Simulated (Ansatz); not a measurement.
# HfN (rocksalt): equation of state

An exercise on one series of results from a longer session: the logs are not shown, and one member is left open.

Program: Ansatz 0.2.0. Level of theory: DFT r²SCAN, scalar-relativistic, plane waves, PAW. These are calculated values, not measurements.

1 further run of the same task is left out (for a known fault of the program).

### The starting structure

Symmetry: Fm-3m, No. 225, cubic system. Conventional cell: a = 4.525 Å, b = 4.525 Å, c = 4.525 Å, α = 90.00°, β = 90.00°, γ = 90.00°. Hf (site symmetry m-3m) is surrounded by 6 N at 2.26 Å. Around N (site symmetry m-3m) lie 6 Hf at 2.26 Å.

Coordinates:

```
CELL_PARAMETERS angstrom
0.00000 2.26239 2.26239
2.26239 0.00000 2.26239
2.26239 2.26239 0.00000
ATOMIC_POSITIONS crystal
Hf 0.50000 0.50000 0.50000
N 0.00000 0.00000 0.00000
```

An earlier run at r²SCAN left this cell at 11.580 Å³/atom and 0.01 GPa (12×12×12 mesh).

Volume factors to run: 0.980, 1.020, 0.960, 1.040, 1.070.

The first run:

File input.yaml:

```yaml
crystal:
  lattice:
    - [0.0, 2.2472032753, 2.2472032753]
    - [2.2472032753, 0.0, 2.2472032753]
    - [2.2472032753, 2.2472032753, 0.0]
  atoms:
    - { symbol: Hf, position: [0.5, 0.5, 0.5] }
    - { symbol: "N", position: [0.0, 0.0, 0.0] }
basis:
  ecutwfc: 500
  ecutrho_ratio: 4
kpoints:
  mp_grid: { grid: [12, 12, 12] }
hamiltonian:
  xc: r2scan
scf:
  occupations: { method: gaussian, width: 0.05 }
output:
  forces: true
  stress: true
  eigenvalues: true
```

Launch:

```bash
ansatz run input.yaml --threads 4 --pin off --max-ram 7168MiB --backend cpu --events-out ev --progress --plain --runs-dir out
```

Steps of the session up to this table: Scaling the volume by 0.980; Scaling the volume by 1.020; At 0.960 of the relaxed volume; At 1.040 of the relaxed volume; Scaling the volume by 1.070.

One of the session's tables, all rows but one given; the rest of the session is left out.

It belongs to the step «Energy and pressure against volume». 

```
volume (Å³/atom)  energy (meV/atom)  pressure (GPa)
          11.117              17.53           12.56
          11.348               4.23            5.96
          11.580               0.00            0.01
          11.811               3.93           -5.35
          12.043                  ?               ?
          12.390              44.38          -16.54
```

**Question.** Estimate the row for volume (Å³/atom) = 12.043.

Worked estimate for «energy (meV/atom)». A straight line through the neighbours (11.811, 3.93) and (12.390, 44.38) gives 3.93 + (44.38 − 3.93) × (12.043 − 11.811) / (12.390 − 11.811) = 20.14; a parabola fitted to 3 rows on both sides gives 14.89.

The run gave: energy (meV/atom): 15.22; pressure (GPa): -10.18. In «energy (meV/atom)» the line misses by +4.92 and the parabola by -0.33.
